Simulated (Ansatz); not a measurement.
# CCSD/6-31G(d) (spherical functions) run of CH6AlFSi (SMILES C[SiH2][AlH][F])

Aim: the vertical ionisation energy of CH6AlFSi at CCSD/6-31G* (spherical functions), from 2 runs. 

Program for the calculation: Ansatz 0.2.0.

128 further runs of the same task are left out: 128 set aside as unsound or not needed.

### 1 Starting point

The species is CH6AlFSi (10 atoms), meant as a singlet with charge 0. As SMILES, `C[SiH2][AlH][F]`. The shape is that of a PBE0-D4/def2-TZVP optimisation. This is one conformer, not always the lowest.

Bond lengths: C1–Si2 1.882 Å, Si2–Al3 2.453 Å, Al3–F4 1.655 Å, C1–H5 1.092 Å, C1–H6 1.092 Å, C1–H7 1.092 Å, Si2–H8 1.493 Å, Si2–H9 1.493 Å, Al3–H10 1.586 Å. Some angles: C1–Si2–Al3 113.1°, Si2–Al3–F4 117.3°, C1–Si2–H8 109.7°, C1–Si2–H9 109.6°, Al3–Si2–H8 109.0°, Al3–Si2–H9 108.9°, Si2–C1–H5 110.6°, Si2–C1–H6 111.0°, Si2–C1–H7 111.0°, Si2–Al3–H10 127.4°.

### 2 A single-point energy at CCSD/6-31G(d) (spherical functions)

Input file run.yaml:

```yaml
crystal:
  periodic: [false, false, false]
  atoms:
    - {symbol: C, position_ang: [0.209300, 1.522100, -0.549700]}
    - {symbol: Si, position_ang: [-0.487300, 0.185700, 0.578100]}
    - {symbol: Al, position_ang: [0.320500, -2.061900, 0.018500]}
    - {symbol: F, position_ang: [-0.271300, -3.324400, 0.910100]}
    - {symbol: H, position_ang: [-0.171000, 2.504900, -0.262800]}
    - {symbol: H, position_ang: [-0.069900, 1.340800, -1.589900]}
    - {symbol: H, position_ang: [1.299800, 1.551100, -0.495300]}
    - {symbol: H, position_ang: [-1.978700, 0.198000, 0.509600]}
    - {symbol: H, position_ang: [-0.129200, 0.490400, 1.995500]}
    - {symbol: H, position_ang: [1.361100, -2.457900, -1.111000]}
basis:
  gaussian: {orbitals: 6-31G_st_-spherical.json}
scf: {omitted_lower_state_checks: [cluster_reference, increment]}
accuracy: high
correlation: {method: ccsd, frozen_orbitals: {Al: 5, C: 1, F: 1, H: 0, Si: 5}}
```

The basis set 6-31G* is read from a file made from the Basis Set Exchange's data (not shown).

Launch:

```
ansatz run run.yaml --threads 1 --pin off --max-ram 3480MiB --events-out events.jsonl --progress --plain --runs-dir runs
```

The program printed:

```text
Warning: RAYON_NUM_THREADS=1 ignored (pool sized by the plan → 1); use --threads N
Functional definition: HF
  name "HF"
  exchange = exact_x
  correlation = 0
these checks for a lower state are left out or cut short: cluster_reference, increment
1733 factors; integrals over basis functions are off by at most 7.2e-9 eV
mean field evaluation 1: about -18274.6803 eV, gradient 3.4e1 eV
mean field evaluation 2: about -18274.7738 eV, gradient 3.4e1 eV
mean field evaluation 4: about -18277.5095 eV, gradient 2.7e0 eV
mean field evaluation 8: about -18277.5487 eV, gradient 1.7e-1 eV
mean field evaluation 16: about -18277.5489 eV, gradient 2.7e-8 eV
mean field -18277.54885451 eV, -671.6875314356 hartree, gradient 2.7e-8 eV, S^2 0.000000; 0 other end points of the search recorded, 0 dependent functions left out
12 core orbitals not correlated: weight in the atoms' cores, before any rotation towards them, 1.000 or more for the frozen orbitals, at most 0.000 for the correlated occupied ones
reference -18277.54885451 eV, -671.6875314356 hartree; 12, 12 occupied and 52, 52 virtual orbitals, 1733 factors
second order -11.77955116 eV of doubles, -0.00000000 eV of singles
cycle   1  -12.46867890 eV  change   -6.9e-1 eV  update   9.8e-2
cycle   2  -12.86388563 eV  change   -4.0e-1 eV  update   3.2e-2
cycle   3  -12.97708048 eV  change   -1.1e-1 eV  update   1.8e-2
cycle   4  -12.97758613 eV  change   -5.1e-4 eV  update   4.1e-3
cycle   5  -12.97534801 eV  change    2.2e-3 eV  update   1.7e-3
cycle   6  -12.97514986 eV  change    2.0e-4 eV  update   5.0e-4
cycle   7  -12.97507913 eV  change    7.1e-5 eV  update   1.6e-4
cycle   8  -12.97505771 eV  change    2.1e-5 eV  update   4.7e-5
cycle   9  -12.97506621 eV  change   -8.5e-6 eV  update   1.7e-5
cycle  10  -12.97507019 eV  change   -4.0e-6 eV  update   5.5e-6
cycle  11  -12.97506929 eV  change    9.1e-7 eV  update   1.9e-6
cycle  12  -12.97506935 eV  change   -6.1e-8 eV  update   7.8e-7
cycle  13  -12.97506962 eV  change   -2.7e-7 eV  update   2.9e-7
cycle  14  -12.97506986 eV  change   -2.4e-7 eV  update   1.1e-7
cycle  15  -12.97506993 eV  change   -6.6e-8 eV  update   4.8e-8
cycle  16  -12.97506994 eV  change   -1.2e-8 eV  update   2.5e-8
cycle  17  -12.97507058 eV  change   -6.4e-7 eV  update   1.2e-7
cycle  18  -12.97507056 eV  change    2.3e-8 eV  update   3.1e-8
cycle  19  -12.97507058 eV  change   -2.4e-8 eV  update   9.8e-9
cycle  20  -12.97507058 eV  change   -2.4e-9 eV  update   3.6e-9
cycle  21  -12.97507058 eV  change  -3.0e-10 eV  update   1.3e-9
Total energy: -18290.52392509 eV, -672.1643564847 hartree
Checks for a lower state left out: cluster_reference, increment
```

Run time: 9 s. Hardware: 1 thread of Arm Neoverse V1, shared host; peak memory 0.33 GiB.

### 3 The doublet cation at the same level

run.yaml: that of step 2 with these lines changed.

```diff
@@ -14,5 +14,13 @@
 basis:
-  gaussian: {orbitals: 6-31G_st_-spherical.json}
-scf: {omitted_lower_state_checks: [cluster_reference, increment]}
+  gaussian:
+    orbitals: 6-31G_st_-spherical.json
+total_charge: 1
+magnetization:
+  spin_polarized: true
+  initial_magnetization: 1
+correlation:
+  method: ccsd
+  frozen_orbitals: {Al: 5, C: 1, F: 1, H: 0, Si: 5}
 accuracy: high
-correlation: {method: ccsd, frozen_orbitals: {Al: 5, C: 1, F: 1, H: 0, Si: 5}}
+scf:
+  omitted_lower_state_checks: [cluster_reference, increment]
```

The basis set 6-31G* is read from a file made from the Basis Set Exchange's data (not shown).

Launch:

```
ansatz run run.yaml --threads 1 --pin off --max-ram 3480MiB --events-out events.jsonl --progress --plain --runs-dir runs
```

The program printed:

```text
Warning: RAYON_NUM_THREADS=1 ignored (pool sized by the plan → 1); use --threads N
Functional definition: HF
  name "HF"
  exchange = exact_x
  correlation = 0
these checks for a lower state are left out or cut short: cluster_reference, increment
1733 factors; integrals over basis functions are off by at most 7.2e-9 eV
mean field evaluation 1: about -18262.0032 eV, gradient 3.8e1 eV
mean field evaluation 2: about -18262.0147 eV, gradient 3.8e1 eV
mean field evaluation 4: about -18268.3238 eV, gradient 2.9e0 eV
mean field evaluation 8: about -18268.4566 eV, gradient 2.0e-1 eV
mean field evaluation 16: about -18268.4595 eV, gradient 1.5e-8 eV
mean field -18268.45945983 eV, -671.3535023420 hartree, gradient 1.5e-8 eV, S^2 0.775079; 2 other end points of the search recorded, 0 dependent functions left out
12 core orbitals not correlated: weight in the atoms' cores, before any rotation towards them, 1.000 or more for the frozen orbitals, at most 0.000 for the correlated occupied ones
reference -18268.45945983 eV, -671.3535023420 hartree; 12, 11 occupied and 52, 53 virtual orbitals, 1733 factors
second order -11.51988417 eV of doubles, -0.00000000 eV of singles
cycle   1  -12.14154815 eV  change   -6.2e-1 eV  update   1.1e-1
cycle   2  -12.56030315 eV  change   -4.2e-1 eV  update   4.1e-2
cycle   3  -12.72332278 eV  change   -1.6e-1 eV  update   2.7e-2
cycle   4  -12.73106278 eV  change   -7.7e-3 eV  update   8.8e-3
cycle   5  -12.72611599 eV  change    4.9e-3 eV  update   5.1e-3
cycle   6  -12.72616048 eV  change   -4.4e-5 eV  update   2.4e-3
cycle   7  -12.72695400 eV  change   -7.9e-4 eV  update   1.4e-3
cycle   8  -12.72710013 eV  change   -1.5e-4 eV  update   6.8e-4
cycle   9  -12.72721544 eV  change   -1.2e-4 eV  update   3.4e-4
cycle  10  -12.72714904 eV  change    6.6e-5 eV  update   1.6e-4
cycle  11  -12.72707742 eV  change    7.2e-5 eV  update   9.1e-5
cycle  12  -12.72711909 eV  change   -4.2e-5 eV  update   4.9e-5
cycle  13  -12.72713412 eV  change   -1.5e-5 eV  update   3.2e-5
cycle  14  -12.72715234 eV  change   -1.8e-5 eV  update   1.9e-5
cycle  15  -12.72716026 eV  change   -7.9e-6 eV  update   1.1e-5
cycle  16  -12.72715967 eV  change    5.9e-7 eV  update   6.2e-6
cycle  17  -12.72715739 eV  change    2.3e-6 eV  update   3.0e-6
cycle  18  -12.72715543 eV  change    2.0e-6 eV  update   1.6e-6
cycle  19  -12.72715474 eV  change    6.9e-7 eV  update   6.7e-7
cycle  20  -12.72715443 eV  change    3.1e-7 eV  update   3.6e-7
cycle  21  -12.72715443 eV  change    2.7e-9 eV  update   1.6e-7
cycle  22  -12.72715449 eV  change   -5.7e-8 eV  update   8.0e-8
cycle  23  -12.72715450 eV  change   -1.6e-8 eV  update   4.6e-8
cycle  24  -12.72715434 eV  change    1.7e-7 eV  update   9.3e-8
cycle  25  -12.72715438 eV  change   -4.3e-8 eV  update   3.1e-8
cycle  26  -12.72715437 eV  change    7.4e-9 eV  update   1.2e-8
cycle  27  -12.72715438 eV  change   -3.2e-9 eV  update   6.4e-9
cycle  28  -12.72715438 eV  change    1.4e-9 eV  update   2.8e-9
Total energy: -18281.18661420 eV, -671.8212166386 hartree
Checks for a lower state left out: cluster_reference, increment
```

Wall time 31 s (1 thread of Arm Neoverse V1, shared host); peak memory 0.58 GiB.

### 4 Results

Level: CCSD/6-31G* (spherical functions), 12 core orbitals frozen.

```
                                                      quantity          value
                                singlet CH6AlFSi: total energy  -672.16436 Eh
singlet CH6AlFSi: correlation energy (12 core orbitals frozen)     -476.8 mEh
                               singlet CH6AlFSi: T1 diagnostic          0.014
                                  doublet cation: total energy  -671.82122 Eh
  doublet cation: correlation energy (12 core orbitals frozen)     -467.7 mEh
             doublet cation: ⟨S²⟩ of the reference determinant          0.775
                                 doublet cation: T1 diagnostic          0.020
            vertical ionisation energy (to the doublet cation)       9.337 eV
```

In words: The vertical ionisation energy comes to 9.34 eV (901 kJ/mol).
